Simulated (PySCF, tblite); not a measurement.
# C₆H₉NSeSi: geometry, infrared bands and NMR shifts

What infrared bands and NMR shifts should C₆H₉NSeSi (`[SeH][SiH2]Cc1ccccn1`) show?

Computed with tblite 0.8.0 and PySCF 2.14.0, with density-fitted response routines of our own, on a single molecule in the gas phase. Atoms are numbered from 0 throughout.

## 1. The molecule as given

18 atoms, charge 0, multiplicity 1; geometry from: force field or distance geometry start.

Bonds of the start (Å): Se0–Si1 2.28, Si1–C2 1.87, C2–C3 1.51, C3–C4 1.41, C4–C5 1.40, C5–C6 1.39, C6–C7 1.39, C7–N8 1.36, N8–C3 1.35, Se0–H9 1.55, Si1–H10 1.46, Si1–H11 1.48, C2–H12 1.11, C2–H13 1.10, C4–H14 1.08, C5–H15 1.09, C6–H16 1.08, C7–H17 1.09.

## 2. Geometry optimisation with GFN2-xTB

What the job is given:

```
{"job": {"kind": "relax", "xc": "GFN2-xTB", "basis": "xTB"}, "charge": 0, "multiplicity": 1}
Se     3.177000     0.751900     0.338700
Si     2.265300    -1.195900    -0.429300
C      0.712400    -1.605300     0.527300
C     -0.330500    -0.533400     0.285500
C     -0.480500     0.522900     1.202500
C     -1.434300     1.513200     0.931000
C     -2.214000     1.439400    -0.221400
C     -2.028800     0.370300    -1.091700
N     -1.098900    -0.591400    -0.824900
H      1.978700     1.543500    -0.231100
H      1.959400    -1.076900    -1.853700
H      3.237300    -2.290000    -0.221700
H      0.311800    -2.580100     0.182400
H      0.947700    -1.693500     1.602000
H      0.132600     0.599200     2.085900
H     -1.557100     2.341900     1.633000
H     -2.951800     2.202300    -0.425500
H     -2.634900     0.288500    -1.994200
```

Launch:

```
> OMP_NUM_THREADS=1 python probes_run.py task.json out
```

One launch serves the whole session: the jobs run in the order shown.

The program printed:

```text
step      E/eV     max force
  0    -687.46970    1.916
  1    -687.60131    0.959
  2    -687.67839    0.709
  3    -687.70386    0.392
  4    -687.71643    0.323
  5    -687.72970    0.241
  6    -687.73716    0.271
  7    -687.74415    0.169
  8    -687.74747    0.133
  9    -687.74998    0.112
 10    -687.75175    0.145
 11    -687.75313    0.105
 12    -687.75430    0.093
 13    -687.75536    0.083
 14    -687.75618    0.078
 15    -687.75678    0.058
 16    -687.75728    0.063
 17    -687.75778    0.056
 18    -687.75825    0.057
 19    -687.75859    0.047
 20    -687.75884    0.050
 21    -687.75912    0.048
 22    -687.75947    0.066
 23    -687.75983    0.062
 24    -687.76013    0.041
 25    -687.76038    0.046
 26    -687.76062    0.051
 27    -687.76084    0.048
 28    -687.76105    0.039
 29    -687.76126    0.046
 30    -687.76148    0.043
 31    -687.76170    0.044
 32    -687.76190    0.037
 33    -687.76209    0.038
 34    -687.76231    0.044
 35    -687.76263    0.059
 36    -687.76305    0.067
 37    -687.76351    0.062
 38    -687.76397    0.051
 39    -687.76442    0.076
 40    -687.76490    0.082
 41    -687.76538    0.062
 42    -687.76560    0.104
 43    -687.76571    0.112
 44    -687.76633    0.047
 45    -687.76664    0.043
 46    -687.76743    0.041
 47    -687.76769    0.041
 48    -687.76823    0.059
 49    -687.76878    0.064
 50    -687.76959    0.061
 51    -687.77007    0.048
 52    -687.77036    0.033
 53    -687.77050    0.028
 54    -687.77061    0.028
 55    -687.77071    0.027
 56    -687.77079    0.020
 57    -687.77085    0.013
 58    -687.77087    0.011
 59    -687.77088    0.011
 60    -687.77089    0.009
```

Run time: 0.89 s. Hardware: 1 thread of Arm Neoverse N1, shared host; peak memory 0.18 GiB.

Step by step: (not every step is listed)

```csv
step,energy from step 0 (eV),largest force (eV/Å)
0,0.0000,1.9163
1,-0.1316,0.9594
2,-0.2087,0.7095
3,-0.2342,0.3922
4,-0.2467,0.3229
5,-0.2600,0.2413
6,-0.2675,0.2710
7,-0.2745,0.1693
8,-0.2778,0.1327
12,-0.2846,0.0933
16,-0.2876,0.0633
20,-0.2891,0.0503
24,-0.2904,0.0411
28,-0.2913,0.0386
32,-0.2922,0.0369
36,-0.2934,0.0667
40,-0.2952,0.0824
44,-0.2966,0.0471
48,-0.2985,0.0591
52,-0.3007,0.0331
55,-0.3010,0.0272
56,-0.3011,0.0200
57,-0.3012,0.0127
58,-0.3012,0.0107
59,-0.3012,0.0113
60,-0.3012,0.0093
```

Close pairs (by a distance rule), those that changed most:

```csv
bond,before (Å),after (Å),change (Å)
Se0–H9,1.545,1.436,-0.109
Si1–C2,1.869,1.914,+0.045
C7–N8,1.364,1.320,-0.044
C2–C3,1.515,1.487,-0.028
C3–N8,1.352,1.329,-0.023
C2–H12,1.109,1.088,-0.021
Si1–H11,1.478,1.459,-0.019
C4–C5,1.401,1.384,-0.018
```

The next job starts from the end point, and lists it.

## 3. Infrared spectrum with GFN2-xTB

What the job is given:

```
{"job": {"kind": "ir", "xc": "GFN2-xTB", "basis": "xTB"}, "charge": 0, "multiplicity": 1}
Se     3.052153     0.822937     0.066973
Si     2.230187    -1.229743    -0.527945
C      0.667144    -1.594035     0.514668
C     -0.339406    -0.520127     0.304990
C     -0.463608     0.546689     1.195858
C     -1.386371     1.541564     0.923697
C     -2.152653     1.446431    -0.227795
C     -1.951156     0.351131    -1.053162
N     -1.070667    -0.599909    -0.801851
H      1.771379     1.448188     0.239248
H      1.912134    -1.211949    -1.951352
H      3.302434    -2.158757    -0.185463
H      0.256682    -2.544543     0.181770
H      0.929226    -1.673113     1.568974
H      0.141642     0.579779     2.090390
H     -1.504461     2.377308     1.598445
H     -2.883813     2.199042    -0.476634
H     -2.519605     0.225425    -1.965774
```

The program printed:

```text
mode    cm-1     km/mol
  1      27.9      1.95
  2      48.1      2.32
  3      76.0      0.86
  4     128.6      2.89
  5     137.5     13.64
  6     226.1      7.07
  7     333.2      1.68
  8     355.1     37.82
  9     372.6      3.77
 10     428.4     34.42
 11     461.0      8.86
 12     519.9      8.16
 13     573.0      3.49
 14     588.4     69.48
 15     601.6      1.40
 16     664.6    138.02
 17     704.6     45.32
 18     730.4     88.91
 19     741.6    217.49
 20     778.3     78.36
 21     797.4    187.09
 22     848.0     16.92
 23     888.3      1.93
 24     916.6      0.19
 25     934.5      0.10
 26    1006.1     12.48
 27    1069.2     18.46
 28    1096.5      2.59
 29    1131.4      0.61
 30    1166.1      0.80
 31    1184.9     56.04
 32    1246.3     50.60
 33    1261.3      4.57
 34    1289.0     16.09
 35    1410.3     37.29
 36    1434.9      4.74
 37    1450.5     22.44
 38    1564.2     25.55
 39    1583.7     81.18
 40    2074.1    250.01
 41    2292.5    264.80
 42    2299.3    214.39
 43    2996.1     18.93
 44    3017.4     10.94
 45    3054.1     34.59
 46    3068.1     18.35
 47    3079.5     41.71
 48    3100.4     42.44
```

It took 1.4 s on 1 thread of Arm Neoverse N1, shared host; peak memory 0.18 GiB.

Which atoms move in the most intense modes:

```csv
cm⁻¹,km/mol,atoms
665,138.0,"H11 31 %, H10 23 %, C2 14 %, H9 13 %"
730,88.9,"C2 19 %, H16 12 %, Si1 11 %, H14 11 %"
742,217.5,"H11 44 %, H10 42 %"
797,187.1,"C2 28 %, H12 26 %, H13 23 %"
1584,81.2,"C7 28 %, C4 26 %, C5 15 %"
2074,250.0,H9 99 %
2292,264.8,H11 96 %
2299,214.4,H10 96 %
```

## 4. NMR shieldings: PBE0/pcSseg-1

Same as in step 3 but for these lines:

```diff
@@ -1,2 +1,2 @@
-{"job": {"kind": "ir", "xc": "GFN2-xTB", "basis": "xTB"}, "charge": 0, "multiplicity": 1}
+{"job": {"kind": "nmr", "xc": "PBE0", "basis": "pcSseg-1"}, "charge": 0, "multiplicity": 1}
 Se     3.052153     0.822937     0.066973
```

Method: GIAO PBE0/pcSseg-1 NMR shielding, non-relativistic, gas phase.

The program printed:

```text
coarse grid: 72192 points
cycle   1  E = -2978.7800750229  dE =  3.770e-01  |g| = 7.463e-01  |ddm| = 4.188e+00
cycle   2  E = -2978.7858855685  dE = -5.811e-03  |g| = 5.179e-01  |ddm| = 9.239e-01
cycle   3  E = -2978.8250973019  dE = -3.921e-02  |g| = 1.726e-01  |ddm| = 5.529e-01
cycle   4  E = -2978.8306558958  dE = -5.559e-03  |g| = 5.945e-02  |ddm| = 1.746e-01
cycle   5  E = -2978.8313550772  dE = -6.992e-04  |g| = 1.644e-02  |ddm| = 6.945e-02
cycle   6  E = -2978.8314246970  dE = -6.962e-05  |g| = 3.853e-03  |ddm| = 1.947e-02
cycle   7  E = -2978.8314283663  dE = -3.669e-06  |g| = 1.169e-03  |ddm| = 4.597e-03
final grid: 151592 points
cycle   8  E = -2978.8315680668  dE =  2.391e-07  |g| = 1.760e-03  |ddm| = 4.488e-03
cycle   9  E = -2978.8315665058  dE =  1.561e-06  |g| = 2.944e-03  |ddm| = 4.780e-03
cycle  10  E = -2978.8315688957  dE = -2.390e-06  |g| = 3.336e-04  |ddm| = 3.096e-03
cycle  11  E = -2978.8315689225  dE = -2.680e-08  |g| = 4.617e-05  |ddm| = 3.209e-04
cycle  12  E = -2978.8315689229  dE = -3.947e-10  |g| = 1.234e-05  |ddm| = 4.969e-05
converged SCF energy = -2978.8315689229

GIAO shielding tensors (ppm)
atom      isotropic    diamagn.    paramagn.     s11        s22        s33       span
  0 Se    2299.556    3002.289    -702.732   2108.496   2199.269   2590.904    482.408
  1 Si     376.437     878.461    -502.024    330.883    396.084    402.346     71.463
  2 C      156.539     251.925     -95.387    142.064    150.753    176.800     34.736
  3 C       23.078     257.978    -234.900    -77.030     -2.515    148.779    225.810
  4 C       58.140     257.604    -199.465    -52.715     58.273    168.860    221.575
  5 C       45.008     252.910    -207.901    -70.011     24.495    180.541    250.552
  6 C       61.908     258.622    -196.714    -49.577     55.212    180.090    229.668
  7 C       30.340     250.359    -220.019    -79.976     24.768    146.229    226.205
  8 N      -86.249     332.098    -418.347   -381.502   -163.630    286.384    667.885
  9 H       32.049      33.350      -1.302     19.112     27.616     49.419     30.307
 10 H       26.703      28.208      -1.505     22.078     24.616     33.413     11.335
 11 H       26.717      27.392      -0.674     22.490     24.577     33.086     10.596
 12 H       28.550      30.020      -1.470     24.398     26.381     34.870     10.472
 13 H       29.457      31.123      -1.666     25.806     27.719     34.846      9.041
 14 H       24.475      34.348      -9.873     21.277     22.787     29.361      8.083
 15 H       23.815      30.742      -6.927     20.700     23.538     27.208      6.509
 16 H       24.500      30.408      -5.907     21.854     24.417     27.230      5.376
 17 H       22.842      30.059      -7.218     18.703     23.630     26.192      7.489
```

It took 93 s on 1 thread of Arm Neoverse N1, shared host; peak memory 0.96 GiB.

The references, computed at this level on geometries of the same kind, shield at (ppm): ¹H TMS 31.72, ¹³C TMS 186.9, ²⁹Si TMS 349.2, ¹⁵N NH3 267.7, ⁷⁷Se Me2Se 1758. Their shielding less the atom's gives the shift. The references are single molecules in the gas phase, so shifts against H2O, NH3, PH3, H3PO4 or CFCl3 are not on the usual liquid scales and can be off by tens of ppm. Atoms listed in one row are averaged.

```csv
atoms,environment,σ (ppm),δ (ppm)
C3,substituted aromatic carbon next to a ring nitrogen,23.1,163.8
C7,aromatic CH next to a ring nitrogen,30.3,156.6
C5,aromatic CH,45.0,141.9
C4,aromatic CH,58.1,128.8
C6,aromatic CH,61.9,125.0
C2,"sp3 CH2 bonded to Si, on an aromatic ring",156.5,30.4
H17,hydrogen on an aromatic CH next to a ring nitrogen,22.84,8.88
H15,hydrogen on an aromatic CH,23.82,7.90
H14,hydrogen on an aromatic CH,24.47,7.24
H16,hydrogen on an aromatic CH,24.50,7.22
"H10, H11","hydrogen on a silicon bonded to C, Se",26.71,5.01
"H12, H13","hydrogen on an sp3 CH2 bonded to Si, on an aromatic ring",29.00,2.71
H9,hydrogen on a selenium bonded to Si,32.05,-0.33
Se0,"selenium bonded to Si, H",2300,-541
Si1,"silicon bonded to C, Se, 2 H",376.4,-27.3
N8,pyridine-type ring nitrogen,-86.2,354.0
```

The run also stored atomic charges by several schemes (e):

```csv
atoms,Mulliken,IAO,Hirshfeld,ESP fit
Se0,-0.45,-0.25,-0.12,-0.32
Si1,0.67,0.66,0.31,0.39
C2,-0.39,-0.54,-0.16,-0.87
C3,0.00,0.15,0.07,0.73
C4,-0.13,-0.20,-0.06,-0.48
C5,0.00,-0.12,-0.03,0.20
C6,-0.18,-0.19,-0.06,-0.55
C7,0.15,-0.01,0.02,0.40
N8,-0.42,-0.30,-0.16,-0.64
```

Mayer bond orders: Se0–Si1 0.96, Si1–C2 0.88, C2–C3 1.05, C3–C4 1.32, C4–C5 1.45, C5–C6 1.42, C6–C7 1.39, C7–N8 1.50, N8–C3 1.44.

Ring of atoms C3, C4, C5, C6, C7, N8: NICS(0) -6.8, NICS(1) -10.8, NICS(1)zz -27.5 ppm (means of both faces).

## 5. Summary of results

| quantity | value |
| --- | --- |
| strongest single infrared mode (GFN2-xTB) | 2292 cm⁻¹, 265 km/mol |
| zero-point energy (GFN2-xTB) | 79.7 kcal/mol |
| ¹³C shifts against TMS (PBE0/pcSseg-1) | 163.8, 156.6, 141.9, 128.8, 125.0, 30.4 ppm |
| ¹H shifts against TMS (PBE0/pcSseg-1, means over atoms taken as alike) | 8.88, 7.90, 7.24, 7.22, 5.01, 2.71, -0.33 ppm |
| ⁷⁷Se shifts against Me2Se (PBE0/pcSseg-1) | -541 ppm |
| ²⁹Si shifts against TMS (PBE0/pcSseg-1) | -27.3 ppm |
| ¹⁵N shifts against NH3 (PBE0/pcSseg-1) | 354.0 ppm |

The optimisation took 60 steps and gained 0.301 eV; among the close pairs (by a distance rule), Se0–H9 changed most, from 1.545 to 1.436 Å. No mode is imaginary among the 48: a minimum at this level. The strongest single mode, at 2292 cm⁻¹, moves mainly H11. Unscaled tight-binding wavenumbers are off by several per cent, some by more. Its intensities can rank the bands wrongly. At PBE0/pcSseg-1: The largest span, 668 ppm, is at N8, where the paramagnetic term is -418 ppm. NICS(1)zz of -28 ppm above the planar ring from C3 marks a diatropic (aromatic) ring current. Spin-orbit coupling is left out, which matters for shieldings and couplings at and beside the heavy atoms.
